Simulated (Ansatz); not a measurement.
# Ge5H14Si (n-GeGeGeSiGeGeH14): the cost of one run

Program: Ansatz 0.2.0, Gaussian basis. Level of theory: RKS PBE-D4/def2-SVP. These are calculated values, not measurements.

Levels to be run: relaxation at PBE-D4/def2-SVP; a single point at PBE0-D4/def2-TZVP.

4 further runs of the same task are left out: 2 that didn't finish, 2 set aside as unsound or not needed.

## 1. The starting structure

20 atoms, charge 0, spin multiplicity 1.

Atoms are counted from 1 here; the program's logs count them from 0.

Bond lengths: Ge1–Ge2 2.379 Å, Ge1–H7 1.503 Å, Ge1–H8 1.499 Å, Ge1–H9 1.501 Å, Ge2–Ge3 2.404 Å, Ge2–H10 1.518 Å, Ge2–H11 1.515 Å, Ge3–Si4 2.354 Å, Ge3–H12 1.516 Å, Ge3–H13 1.516 Å, Si4–Ge5 2.353 Å, Si4–H14 1.465 Å, Si4–H15 1.469 Å, Ge5–Ge6 2.384 Å, Ge5–H16 1.517 Å, Ge5–H17 1.515 Å, Ge6–H18 1.502 Å, Ge6–H19 1.503 Å and more. Angles: Ge2–Ge1–H7 113.2°, Ge2–Ge1–H8 114.2°, Ge2–Ge1–H9 113.6°, H7–Ge1–H8 105.1°, H7–Ge1–H9 104.5°, H8–Ge1–H9 105.2°, Ge1–Ge2–Ge3 117.6°, Ge1–Ge2–H10 107.5°, Ge1–Ge2–H11 108.8°, Ge3–Ge2–H10 108.4°, Ge3–Ge2–H11 111.8°, H10–Ge2–H11 101.3°, Ge2–Ge3–Si4 116.2°, Ge2–Ge3–H12 106.6°, Ge2–Ge3–H13 108.0°, Si4–Ge3–H12 112.3°, Si4–Ge3–H13 112.0°, H12–Ge3–H13 100.5° and more.

The start is a GFN2-xTB geometry.

## 2. Optimising with PBE-D4/def2-SVP

The input, in.yaml:

```yaml
crystal:
  periodic: [false, false, false]
  atoms:
    - {symbol: Ge, position_ang: [2.354900, -0.577870, -1.566760]}
    - {symbol: Ge, position_ang: [1.682670, -1.271820, 0.606780]}
    - {symbol: Ge, position_ang: [1.012720, 0.432390, 2.164010]}
    - {symbol: Si, position_ang: [-0.880620, 1.698240, 1.569150]}
    - {symbol: Ge, position_ang: [-2.364420, 0.301770, 0.391830]}
    - {symbol: Ge, position_ang: [-1.949520, -0.142780, -1.913540]}
    - {symbol: H, position_ang: [1.558570, 0.584100, -2.090380]}
    - {symbol: H, position_ang: [2.231150, -1.640140, -2.616510]}
    - {symbol: H, position_ang: [3.782300, -0.118330, -1.636490]}
    - {symbol: H, position_ang: [0.530540, -2.246370, 0.439380]}
    - {symbol: H, position_ang: [2.753780, -2.173650, 1.185840]}
    - {symbol: H, position_ang: [0.848800, -0.249180, 3.508210]}
    - {symbol: H, position_ang: [2.216500, 1.310460, 2.445250]}
    - {symbol: H, position_ang: [-1.527520, 2.278090, 2.749180]}
    - {symbol: H, position_ang: [-0.466090, 2.807290, 0.700110]}
    - {symbol: H, position_ang: [-2.490270, -1.048560, 1.070960]}
    - {symbol: H, position_ang: [-3.794440, 0.791990, 0.496500]}
    - {symbol: H, position_ang: [-0.954000, -1.243290, -2.148650]}
    - {symbol: H, position_ang: [-1.383200, 1.040640, -2.646660]}
    - {symbol: H, position_ang: [-3.161850, -0.532960, -2.708220]}
basis:
  gaussian: {orbitals: def2-SVP}
hamiltonian: {xc: pbe, dispersion: d4}
scf: {lower_state_search: "off"}
output: {orbitals: {seedname: orbitals}}
relax: {f_tol: 0.03, max_steps: 70}
```

Run with:

```sh
> ansatz run in.yaml --threads 4 --pin off --events-out ev --progress --plain --max-ram 6963MiB
```

**Question.** How long does this run take on 4 threads of Arm Neoverse V1, shared host, and how much memory does it need?

About 72 s, with a peak of 0.55 GiB.
